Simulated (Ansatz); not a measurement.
# Os (Osmium): a single-point run

The task is a single-point run on Os (Osmium). The structure is shown as the input types it.

Method: DFT, r2SCAN, PAW with Ansatz's default frozen-core files, scalar-relativistic, in Ansatz 0.2.0.

3 further runs of the same task are left out: 3 that didn't finish.

**1. The starting structure**

The structure is monoclinic, space group C2/m (No. 12). Conventional cell: a = 4.736 Å, b = 2.734 Å, c = 4.320 Å, α = 90.00°, β = 90.00°, γ = 90.00°. Around Os (site symmetry m) lie 3 Os at 2.35 to 2.54 Å.

Coordinates:

```xyz
2
Lattice="2.7341 0.0000 0.0000 -1.3671 2.3678 0.0000 0.0000 0.0000 4.3197" Properties=species:S:1:pos:R:3 pbc="T T T"
Os   -0.0820    1.5312    0.9503
Os    1.4491    0.8366    3.3694
```

**2. The calculation**

The input, input.yaml:

```yaml
crystal:
  lattice:
    - [2.7341, 0.0, 0.0]
    - [-1.36705, 2.3678000565, 0.0]
    - [0.0, 0.0, 4.3197]
  atoms:
    - { symbol: Os, position: [0.2933333333, 0.6466666667, 0.22] }
    - { symbol: Os, position: [0.7066666667, 0.3533333333, 0.78] }
kpoints:
  mp_grid: { grid: [13, 13, 7] }
scf:
  occupations: { method: fermi_dirac, width: 0.05 }
  max_iter: 50
hamiltonian:
  xc: r2scan
  pseudopotentials: { kind: paw }
output:
  forces: true
  stress: true
  eigenvalues: true
  efg: { contact_densities: true }
  populations: true
magnetization:
  spin_polarized: true
  initial_magnetization: 15
```

The run is started by

```console
$ ansatz run input.yaml --threads 1 --pin off --max-ram 2048MiB --backend cpu --events-out ev --progress --plain --runs-dir out
```

Q: Will this input give a usable result? If not, why, and what should change?

The program finished normally, with warnings (given moment on shells, gradients without spin orbit, seeded moment not kept). It gives a pressure of 21 GPa and a largest force of 5.7 eV/Å, which is large; a structure far from rest gives such values too, whatever the setting.

In the input, magnetization.spin_polarized is true; magnetization.initial_magnetization is 15. What could go wrong: unrealistic starting moment. The run ends with a total moment of 0.00 μB. It still converged here, which does not make the setting sound.

Run again and compare: delete magnetization.spin_polarized and magnetization.initial_magnetization (the default then holds).
